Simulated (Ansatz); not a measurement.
# CH₄BOSb: a ladder of functionals and wavefunction methods

An exercise on one series of results from a longer session: the logs are not shown, and one member is left open.

Method: functionals in def2-TZVPP, the program's frozen cores in correlated methods; program: Ansatz 0.2.0, Gaussian basis.

Levels to be run: LDA (SPW92), PBE-D4, revPBE-D4, BLYP-D4, r2SCAN-D4, B97M-V, PBE0-D4, B3LYP-D4, r2SCANh-D4, r2SCAN0-D4, HSE06-D4, BHLYP-D4, CAM-B3LYP-D4, LC-ωPBE, ωB97X-V, ωB97M-V, B2PLYP, PBE-QIDH; CCSD(T)/def2-SVP; CCSD(T)/def2-TZVPP; MP2/def2-QZVPP; extrapolation to the limit; RPA on PBE.

**The relaxed structure**

All runs share one geometry, relaxed beforehand with PBE0-D4 in a triple-zeta def2 set. Sb takes the def2 core potential; no spin-orbit term is included.

8 atoms, charge 0, spin multiplicity 1.

Atoms are counted from 1 here; the program's logs count them from 0.

Bond lengths: O1–C2 1.333 Å, O1–H5 0.963 Å, C2–B3 1.490 Å, C2–H6 1.090 Å, B3–Sb4 2.118 Å, B3–H7 1.190 Å, Sb4–H8 1.715 Å. Angles: C2–O1–H5 110.9°, O1–C2–B3 122.4°, O1–C2–H6 114.7°, B3–C2–H6 122.9°, C2–B3–Sb4 100.5°, C2–B3–H7 126.3°, Sb4–B3–H7 125.1°, B3–Sb4–H8 95.9°.

The first run:

Contents of in.yaml:

```yaml
crystal:
  periodic: [false, false, false]
  atoms:
    - {symbol: O, position_ang: [-0.333901, 1.492649, -0.878542]}
    - {symbol: C, position_ang: [-0.151544, 0.519836, 0.014360]}
    - {symbol: B, position_ang: [1.153119, -0.181731, 0.176251]}
    - {symbol: Sb, position_ang: [0.506300, -2.197865, 0.206800]}
    - {symbol: H, position_ang: [-1.262208, 1.746139, -0.926715]}
    - {symbol: H, position_ang: [-1.038339, 0.261611, 0.592897]}
    - {symbol: H, position_ang: [2.209193, 0.191781, -0.226430]}
    - {symbol: H, position_ang: [-0.990519, -1.889622, 0.985579]}
basis:
  gaussian: {orbitals: def2-TZVPP}
hamiltonian: {xc: lda}
output: {orbitals: {seedname: orbitals}}
```

On the command line:

```
ansatz run in.yaml --threads 2 --pin off --events-out ev --progress --plain --max-ram 4352MiB
```

Among the steps run: LDA; PBE-D4 (GGA); revPBE-D4 (GGA); BLYP-D4 (GGA); r2SCAN-D4 (meta-GGA); B97M-V (meta-GGA); PBE0-D4 (hybrid); B3LYP-D4 (hybrid); r2SCANh-D4 (hybrid); r2SCAN0-D4 (hybrid); HSE06-D4 (hybrid); BHLYP-D4 (hybrid); CAM-B3LYP-D4 (range-separated); LC-ωPBE (range-separated); ωB97X-V (range-separated); ωB97M-V (range-separated); B2PLYP (double hybrid); PBE-QIDH (double hybrid).

One of the session's tables, all rows but one given; the rest of the session is left out.

It belongs to the step «Orbital energies across the functionals». 

| functional | HOMO (eV) | LUMO (eV) | gap (eV) |
| --- | --- | --- | --- |
| LDA (SPW92) | -5.63 | -3.50 | 2.12 |
| PBE-D4 | -5.43 | -3.29 | 2.14 |
| revPBE-D4 | -5.36 | -3.21 | 2.15 |
| BLYP-D4 | -5.26 | -3.16 | 2.10 |
| r2SCAN-D4 | -5.61 | -3.25 | 2.36 |
| B97M-V | -5.48 | -3.15 | 2.33 |
| PBE0-D4 | -6.25 | -2.62 | 3.63 |
| B3LYP-D4 | -6.07 | -2.79 | 3.28 |
| r2SCANh-D4 | -5.92 | -2.99 | 2.92 |
| r2SCAN0-D4 | -6.38 | -2.61 | 3.77 |
| HSE06-D4 | -5.87 | -2.98 | 2.89 |
| BHLYP-D4 | -6.88 | -1.83 | 5.05 |
| CAM-B3LYP-D4 | ? | ? | ? |
| LC-ωPBE | -8.40 | -0.79 | 7.61 |
| ωB97X-V | -8.14 | -0.79 | 7.36 |
| ωB97M-V | -8.10 | -0.86 | 7.23 |

Q: Estimate the row for CAM-B3LYP-D4 from the others.

**Answer.** HOMO (eV): -7.30; LUMO (eV): -1.70; gap (eV): 5.59. In the column «HOMO (eV)» it lies between ωB97M-V (-8.10) and BHLYP-D4 (-6.88).
